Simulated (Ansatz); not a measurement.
## Cs3Hg, space group Pm-3m: a comparison of functionals at one structure, step by step

Computed with the Python package of Ansatz (0.2.0).

Typed at the interpreter:
```pycon
>>> import warnings
>>> import ansatz as az
>>> import numpy as np
>>> from tabulate import tabulate
>>> warnings.simplefilter("ignore", az.DeckWarning)
>>> vectors = np.array([
...     [6.783537, 0.0, 0.0],
...     [0.0, 6.783537, 0.0],
...     [0.0, 0.0, 6.783537],
... ])
>>> structure = (
...     az.Lattice.of(vectors)
...     .atom("Cs", (0.0, 0.5, 0.5))
...     .atom("Cs", (0.5, 0.0, 0.5))
...     .atom("Cs", (0.5, 0.5, 0.0))
...     .atom("Hg", (0.0, 0.0, 0.0))
... )
>>> model = (
...     structure.calculation()
...     .pseudopotentials("paw")
...     .accuracy("low")
...     .kpoints(4, center="gamma")
...     .occupations("fermi_dirac", width=150 * az.meV)
...     .scf(tolerance=1e-08, lower_state_search="light")
...     .forces()
...     .stress()
... )
>>> rows = []
>>> for value in ["pbesol", "blyp", "lda"]:
...     summary = model.functional(value).run(threads=1).report
...     rows.append((value, summary["free_energy_ev"] / len(summary["lattice"]["sites"]), summary["n_iterations"], sum(summary["stress_gpa"][i][i] for i in range(3)) / 3, max(abs(f) for row in summary["forces_ev_ang"] for f in row), summary["n_kpoints"]))
...
>>> print(tabulate(rows, headers=["functional", "F/atom (eV)", "iterations", "P (GPa)", "max component (eV/A)", "k-points"], floatfmt=".4f", tablefmt="github"))
| functional   |   F/atom (eV) |   iterations |   P (GPa) |   max component (eV/A) |   k-points |
|--------------|---------------|--------------|-----------|------------------------|------------|
| pbesol       |    -7606.3566 |           10 |   -0.3059 |                 0.0000 |         10 |
| blyp         |    -7727.4250 |           10 |    0.2855 |                 0.0000 |         10 |
| lda          |    -7509.2328 |           10 |   -0.6760 |                 0.0000 |         10 |
```

From lowest to highest: LDA (-0.7 GPa), PBEsol (-0.3 GPa) and BLYP (0.3 GPa). At a fixed cell a lower pressure usually means a smaller equilibrium volume, so LDA prefers the smallest cell and BLYP the largest.

BLYP can be off by several per cent in the lattices of metals, and by several GPa in the pressure at a fixed cell. For a metal this k-point mesh is coarse: on a finer one energies can move by several to tens of meV an atom and pressures by half a GPa or more, differences at one mesh by less. The smearing is wide enough that free energy and stress hold a thermal part of the electrons. The program warned that this SCF threshold is loose for forces or stresses. Forces vanish by symmetry here and test nothing. Pressure is positive in compression. Spin-orbit coupling, which matters for elements this heavy, is left out. The structure comes from a database of computed cells and needn't be a stable or known phase. Total energies of different functionals can't be compared; pressures, moments and gaps at this one structure can. The script silences the warnings on its input, which a real study should read. Finished in 21 s on 1 thread of Arm Neoverse V2 (shared host), peak memory 0.53 GiB.
